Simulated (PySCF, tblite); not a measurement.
# C₅H₈BF: geometry, infrared bands and NMR shifts

Wanted: the infrared bands and NMR shifts of C₅H₈BF (`C=CC/C=C/BF`), by calculation.

Computed with tblite 0.8.0 and PySCF 2.14.0, with density-fitted response routines of our own, on a single molecule in the gas phase. Atoms count from 0, in the outputs and in this text.

### 1 The starting structure

15 atoms, charge 0, multiplicity 1; geometry from: force field or distance geometry start.

Bonds of the start (Å): C0–C1 1.33, C1–C2 1.52, C2–C3 1.50, C3–C4 1.34, C4–B5 1.56, B5–F6 1.45, C0–H7 1.08, C0–H8 1.09, C1–H9 1.09, C2–H10 1.12, C2–H11 1.11, C3–H12 1.08, C4–H13 1.08, B5–H14 1.17.

### 2 Relaxing the molecule with GFN2-xTB

Job settings and geometry (Å):

```
{"job": {"kind": "relax", "xc": "GFN2-xTB", "basis": "xTB"}, "charge": 0, "multiplicity": 1}
C     -1.784600     0.817500    -1.403300
C     -1.684700     0.564400    -0.106400
C     -1.062600    -0.725200     0.405700
C      0.401700    -0.766600     0.102000
C      1.265600     0.034900     0.744400
B      2.798400    -0.021100     0.434300
F      3.705900     0.873100     1.126000
H     -1.434800     0.115800    -2.141100
H     -2.236800     1.748000    -1.732500
H     -2.051600     1.284100     0.627600
H     -1.581300    -1.585200    -0.085100
H     -1.238000    -0.811500     1.500100
H      0.753700    -1.497100    -0.608000
H      0.915100     0.754400     1.466900
H      3.229700    -0.777600    -0.352400
```

Command:

```bash
OMP_NUM_THREADS=1 python probes_run.py task.json out
```

One launch serves the whole session: the jobs run in the order shown.

**Question.** This job is followed by: GFN2-xTB harmonic vibrations, gas phase; GIAO PBE0/pcSseg-1 NMR shielding, non-relativistic, gas phase. What will the session give for the following? strongest single infrared mode (GFN2-xTB); zero-point energy (GFN2-xTB); 13C shifts against TMS (PBE0/pcSseg-1); 1H shifts against TMS (PBE0/pcSseg-1, means over atoms taken as alike); 11B shifts against BF3·OEt2 (PBE0/pcSseg-1); 19F shifts against CFCl3 (PBE0/pcSseg-1); surface potential, 1st and 99th percentile.

The runs gave:

| quantity | value |
| --- | --- |
| strongest single infrared mode (GFN2-xTB) | 1654 cm⁻¹, 237 km/mol |
| zero-point energy (GFN2-xTB) | 72.9 kcal/mol |
| 13C shifts against TMS (PBE0/pcSseg-1) | 176.1, 144.2, 139.3, 124.4, 49.7 ppm |
| 1H shifts against TMS (PBE0/pcSseg-1, means over atoms taken as alike) | 7.05, 6.23, 5.88, 5.55, 5.42, 5.21, 3.13 ppm |
| 11B shifts against BF3·OEt2 (PBE0/pcSseg-1) | 46.7 ppm |
| 19F shifts against CFCl3 (PBE0/pcSseg-1) | -25.6 ppm |
| surface potential, 1st and 99th percentile | -0.95 V and 0.97 V |

The optimisation took 116 steps and gained 0.420 eV; among the close pairs (by a distance rule), B5–F6 changed most, from 1.450 to 1.322 Å. No mode is imaginary among the 39: a minimum at this level. The strongest single mode, at 1654 cm⁻¹, moves mainly C3 and C4. Unscaled tight-binding wavenumbers are off by several per cent, some by more. Its intensities can rank the bands wrongly. At PBE0/pcSseg-1: Shielding is most anisotropic at F6 (span 475 ppm, paramagnetic term -266 ppm). At PBE0/pcSseg-1, counted by nearest atom on the grid, the HOMO lies on C0, C1 about 30 % each; C4 10 %, the LUMO on B5 28 %; C3 26 %.
